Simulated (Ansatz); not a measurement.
# BrH6NSi2: rigid scan of one bond length in Python

How does the energy of BrH6NSi2 change as one bond is stretched? Wanted for BrH6NSi2: a rigid scan of one bond length.

All numbers are computed with the Python package of Ansatz 0.2.0. Level of theory: CAM-B3LYP/def2-SVP.

## Step 1: Starting point

Bond lengths: N1–Si2 1.704 Å, Si2–Si3 2.332 Å, Si3–Br4 2.215 Å, N1–H5 1.017 Å, N1–H6 1.017 Å, Si2–H7 1.481 Å, Si2–H8 1.481 Å, Si3–H9 1.489 Å, Si3–H10 1.489 Å. Angles (14 of 15 angles, heavy atoms first): N1–Si2–Si3 115.3°, Si2–Si3–Br4 110.9°, N1–Si2–H7 105.7°, N1–Si2–H8 105.7°, Si3–Si2–H7 110.0°, Si3–Si2–H8 110.0°, Si2–N1–H5 111.2°, Si2–N1–H6 111.2°, Si2–Si3–H9 109.9°, Si2–Si3–H10 109.9°, Br4–Si3–H9 109.1°, Br4–Si3–H10 109.1°, H7–Si2–H8 109.8°, H5–N1–H6 107.1°.

The script holds or builds the structure itself.

## Step 2: The script

Input file brh6nsi2.py:

```python
"""Potential curve of BrH6NSi2 along one bond."""

import ansatz as az
import matplotlib.pyplot as plt
import numpy as np

GEOMETRY = """
N    -1.82400   -0.72990   -0.00190
Si   -0.72460    0.56970    0.07690
Si    1.52750   -0.02040   -0.05550
Br    2.82090    1.77360    0.06120
H    -1.66600   -1.39090    0.75450
H    -1.72310   -1.24390   -0.87360
H    -1.08080    1.46580   -1.04670
H    -0.99620    1.24790    1.36480
H     1.87530   -0.94430    1.05930
H     1.79110   -0.72770   -1.33900
"""

brh6nsi2 = az.Crystal.molecule()
for line in GEOMETRY.strip().splitlines():
    symbol, *xyz = line.split()
    brh6nsi2 = brh6nsi2.atom(symbol, [float(v) for v in xyz])

symbols = [site.symbol for site in brh6nsi2.cartesian_sites]
start = np.array([site.position_ang for site in brh6nsi2.cartesian_sites])
axis = (start[0] - start[1]) / np.linalg.norm(start[0] - start[1])
moving = [0, 4, 5]
lengths, energies = [1.45, 1.57, 1.7, 1.87, 2.13, 2.56, 3.07, 3.75], []
for length in lengths:
    xyz = start.copy()
    xyz[moving] += (length - np.linalg.norm(start[0] - start[1])) * axis
    point = az.Crystal.molecule()
    for symbol, place in zip(symbols, xyz):
        point = point.atom(symbol, place.tolist())
    setup = point.calculation().basis(gaussian="def2-SVP").functional("cam_b3lyp")
    report = setup.run(threads=1, pin="off").report
    energies.append(report["free_energy_ev"])
    print(f"r = {length:6.3f} A  E = {energies[-1]:.5f} eV  <S^2> = {abs(report['mean_field']['state']['spin_squared']):.3f}")

print("energy above the lowest point (eV):", [round(e - min(energies), 3) for e in energies])
plt.figure(figsize=(4.5, 3))
plt.plot(lengths, np.array(energies) - min(energies), "o-")
plt.xlabel("bond length (A)")
plt.ylabel("E - E(min) (eV)")
plt.tight_layout()
plt.savefig("scan.png", dpi=100)
```

## Step 3: The calls as engine input

The engine receives this input (first run):

```yaml
crystal:
  periodic: [false, false, false]
  atoms:
    - { symbol: "N", position_ang: [-1.6600846127085394, -0.5361357310132959, 0.009848710677248596] }
    - { symbol: Si, position_ang: [-0.7246, 0.5697, 0.0769] }
    - { symbol: Si, position_ang: [1.5275, -0.0204, -0.0555] }
    - { symbol: Br, position_ang: [2.8209, 1.7736, 0.0612] }
    - { symbol: H, position_ang: [-1.5020846127085392, -1.197135731013296, 0.7662487106772485] }
    - { symbol: H, position_ang: [-1.5591846127085394, -1.050135731013296, -0.8618512893227515] }
    - { symbol: H, position_ang: [-1.0808, 1.4658, -1.0467] }
    - { symbol: H, position_ang: [-0.9962, 1.2479, 1.3648] }
    - { symbol: H, position_ang: [1.8753, -0.9443, 1.0593] }
    - { symbol: H, position_ang: [1.7911, -0.7277, -1.339] }
basis:
  gaussian:
    orbitals: def2-SVP
hamiltonian:
  xc: cam_b3lyp
```

## Step 4: Running it

Started as:

```
$ python brh6nsi2.py
```

Without the output at hand: what should come out? Wanted: range of energy; lowest point, distance.

**Answer**, as computed:

| quantity | value |
| --- | --- |
| runs compared | 8 |
| range of energy | 5.681 eV |
| lowest point, distance (Å) | 1.70 |

The lowest point, at 1.70, lies inside the range. The ends stand 2.03 and 5.68 eV above it. The distance scanned is the script's pair 1, 0. Notes:
- The rest of the molecule is held rigid at a force-field or estimated start geometry, and the basis set is modest; single-reference methods fail as a bond breaks.
- The orbitals are restricted, so S² is zero by construction.
- At long bonds an unrestricted state lies under the restricted one, by up to about 1 eV.
